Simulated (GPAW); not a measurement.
The system is BaTiO3.

```
CELL_PARAMETERS angstrom
4.00600 0.00000 0.00000
0.00000 4.00600 0.00000
0.00000 0.00000 4.00600
ATOMIC_POSITIONS crystal
Ba 0.50000 0.50000 0.50000
Ti 0.00000 0.00000 0.00000
O 0.00000 0.00000 0.50000
O 0.00000 0.50000 0.00000
O 0.50000 0.00000 0.00000
```

Base run:

| Quantity | Value |
| --- | --- |
| Program | GPAW 26.7.0 |
| Functional | PBEsol |
| Potentials or basis | PAW data sets generated in the run's folder for this functional |
| Cutoff | 800 eV |
| Basis | pw |
| k mesh | 7 × 7 × 7 |
| Occupations | fermi-dirac, width 0.05 eV |
| Spin | no spin polarisation |
| Hubbard terms | Ti d U = 6 eV |

Its results: band gap on the k mesh 2.67 eV, indirect (least direct gap 2.81 eV); pressure -0.4 GPa.

Task: The run is repeated on the same cell with these changes: hubbard terms from Ti d U = 6 eV to Ti d U = 4 eV. What comes out?

Result: Band gap on the k mesh 2.35 eV, indirect (least direct gap 2.46 eV); pressure -1.4 GPa.

Caveats: spin-orbit coupling is left out, which moves the levels of the heavy elements.

A k mesh can miss the band edges.
